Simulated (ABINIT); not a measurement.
# BiTe in ABINIT: convergence with k mesh

BiTe:

```
CELL_PARAMETERS angstrom
0.00000 3.23500 3.23500
3.23500 0.00000 3.23500
3.23500 3.23500 0.00000
ATOMIC_POSITIONS crystal
Bi 0.98294 0.99120 0.02381
Te 0.49611 0.49225 0.50219
```

The cell isn't the ideal one: atoms moved at random, drawn with an rms of 0.05 Å.

- Program: ABINIT 10.8.3 (patched build)
- Task: single point
- Functional: PBE
- Potentials or basis: JTH PAW PBE v2.0 sp
- Cutoff: 408 eV
- k mesh: 1 × 1 × 1
- Occupations: gaussian, width 0.05 eV
- Spin: no spin polarisation

These are the settings of the first run; the series varies k mesh, with any setting tied to it.

Hardware: 1 thread of Arm Neoverse V1 (shared host).

```csv
k mesh,"energy less the tightest run, at zero smearing (meV/atom)",pressure (GPa),largest force (eV/Å),SCF cycles,CPU time (s),peak memory (GiB)
1 × 1 × 1,4202.77,35.62,0.092,16,4.8,0.09
2 × 2 × 2,737.35,6.96,1.389,15,6.4,0.09
3 × 3 × 3,84.48,1.57,0.018,10,7.7,0.1
4 × 4 × 4,-13.52,0.57,0.333,9,13,0.1
5 × 5 × 5,1.68,0.83,0.304,9,22,0.11
6 × 6 × 6,6.32,1.11,0.260,9,35,0.13
7 × 7 × 7,13.32,1.06,0.261,9,54,0.15
9 × 9 × 9,3.51,0.87,0.262,9,110,0.22
10 × 10 × 10,0.00,0.94,0.233,9,150,0.27
```

Against the tightest run, the pressure stays within 0.1 GPa from 9 × 9 × 9 on. Not settled before the last step: the energy (to 1 meV/atom), the largest force (to 0.005 eV/Å). Meshes of other sizes hit other points, so gaps and Fermi surfaces needn't settle smoothly. The tightest run that finished is the yardstick and may itself not be fully converged.

Caveat, for the tightest run too: spin-orbit coupling is left out, which moves the levels of the heavy elements; this set keeps more shells in the core, which shifts pressures and gaps.
